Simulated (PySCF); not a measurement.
# C4H6GeN2O: the cost of one run

Computed with PySCF 2.14.0, with density-fitted response routines of our own, on a single molecule in the gas phase. Atoms count from 0, in the outputs and in this text.

### 1 The molecule as given

14 atoms, charge 0, multiplicity 1; geometry from: GFN2-xTB.

Bonds of the start (Å): C0–C1 1.49, C1–O2 1.21, C1–C3 1.50, C3–N4 1.25, N4–Ge5 1.86, Ge5–C6 1.93, C6–N7 1.14, C0–H8 1.09, C0–H9 1.09, C0–H10 1.09, C3–H11 1.09, Ge5–H12 1.50, Ge5–H13 1.50.

### 2 Ultraviolet spectrum: CAM-B3LYP/def2-SVPD

The job: settings as JSON, then the geometry in Å.

```
{"job": {"kind": "uv", "xc": "CAM-B3LYP", "basis": "def2-SVPD", "nstates": 8, "ntriplets": 3}, "charge": 0, "multiplicity": 1}
C     -2.640755    -0.092465    -0.278213
C     -1.161651    -0.224219    -0.134846
O     -0.561192    -1.276724    -0.135359
C     -0.373428     1.043240     0.020022
N      0.873342     1.031349     0.146203
Ge     1.881339    -0.528696     0.157028
C      3.642605     0.224663     0.379564
N      4.708301     0.622143     0.510675
H     -2.865333     0.521028    -1.149568
H     -3.043741     0.417443     0.595680
H     -3.108569    -1.067725    -0.383975
H     -0.916237     1.986653     0.020472
H      1.909305    -1.255425    -1.150610
H      1.655338    -1.401737     1.350892
```

With the program's defaults for keys left out, this is: TDDFT CAM-B3LYP/def2-SVPD, vertical, gas phase, core orbitals frozen in the response.

Command:

```bash
> OMP_NUM_THREADS=1 python probes_run.py task.json out
```

The driver reads the jobs from task.json and runs them one after another.

**Question.** How long does this job take on 1 thread of Arm Neoverse N1, shared host, and how much memory does it need?

About 2.1 min, with a peak of 1 GiB.
